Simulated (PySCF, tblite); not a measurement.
# C7H8FP: geometry, infrared bands and NMR shifts

Wanted: the infrared bands and NMR shifts of C7H8FP (`C#CCP1CC=C(F)C1`), by calculation.

Computed with tblite 0.8.0 and PySCF 2.14.0, with density-fitted response routines of our own, on a single molecule in the gas phase. Atoms are numbered from 0 throughout.

## 1. The starting structure

17 atoms, charge 0, multiplicity 1; geometry from: force field or distance geometry start.

Bonds of the start (Å): C0–C1 1.23, C1–C2 1.46, C2–P3 1.85, P3–C4 1.85, C4–C5 1.46, C5–C6 1.27, C6–F7 1.40, C6–C8 1.47, C8–P3 1.88, C0–H9 1.05, C2–H10 1.10, C2–H11 1.13, C4–H12 1.10, C4–H13 1.11, C5–H14 1.13, C8–H15 1.11, C8–H16 1.09.

## 2. Geometry optimisation with GFN2-xTB

The job: settings as JSON, then the geometry in Å.

```
{"job": {"kind": "relax", "xc": "GFN2-xTB", "basis": "xTB"}, "charge": 0, "multiplicity": 1}
C      3.921800    -0.645400     0.440800
C      2.762200    -0.774200     0.040600
C      1.397100    -0.959400    -0.439800
P      0.254700    -0.027800     0.679900
C     -0.534300     1.457100    -0.083400
C     -1.842200     1.438700     0.570000
C     -2.277500     0.318700     0.991900
F     -3.507800     0.194300     1.647400
C     -1.429000    -0.866300     0.782400
H      4.909100    -0.540300     0.784900
H      1.279600    -0.705900    -1.499800
H      1.157700    -2.052100    -0.270000
H     -0.633700     1.276200    -1.162700
H      0.037700     2.385600     0.118600
H     -2.421900     2.405900     0.698700
H     -1.605700    -1.281800    -0.235900
H     -1.474800    -1.611200     1.576000
```

Command:

```console
$ OMP_NUM_THREADS=1 python probes_run.py task.json out
```

One launch serves the whole session: the jobs run in the order shown.

**Question.** This job is followed by: GFN2-xTB harmonic vibrations, gas phase; GIAO PBE0/pcSseg-1 NMR shielding, non-relativistic, gas phase. What will the session give for the following? strongest single infrared mode (GFN2-xTB); zero-point energy (GFN2-xTB); 13C shifts against TMS (PBE0/pcSseg-1); 1H shifts against TMS (PBE0/pcSseg-1, means over atoms taken as alike); 31P shifts against H3PO4 (PBE0/pcSseg-1); 19F shifts against CFCl3 (PBE0/pcSseg-1).

The runs gave:

| quantity | value |
| --- | --- |
| strongest single infrared mode (GFN2-xTB) | 1260 cm⁻¹, 96 km/mol |
| zero-point energy (GFN2-xTB) | 78.2 kcal/mol |
| 13C shifts against TMS (PBE0/pcSseg-1) | 172.3, 109.3, 85.1, 75.9, 34.1, 28.6, 19.2 ppm |
| 1H shifts against TMS (PBE0/pcSseg-1, means over atoms taken as alike) | 5.43, 2.64, 2.44, 2.42, 1.39 ppm |
| 31P shifts against H3PO4 (PBE0/pcSseg-1) | -31.8 ppm |
| 19F shifts against CFCl3 (PBE0/pcSseg-1) | -114.7 ppm |

What this shows: The optimisation took 138 steps and gained 0.962 eV; among the close pairs (by a distance rule), C5–H14 changed most, from 1.135 to 1.077 Å. No mode is imaginary among the 45: a minimum at this level. The strongest single mode, at 1260 cm⁻¹, is carried by C6, H14, C8. Unscaled tight-binding wavenumbers are off by several per cent, some by more. Its intensities can rank the bands wrongly. The most deshielded hydrogen is H14 (hydrogen on an alkene CH), at 5.43 ppm: attached to an sp2 carbon and in the plane of the double bond. At PBE0/pcSseg-1: The widest tensor belongs to C1: span 292 ppm, with a paramagnetic part of -157 ppm.
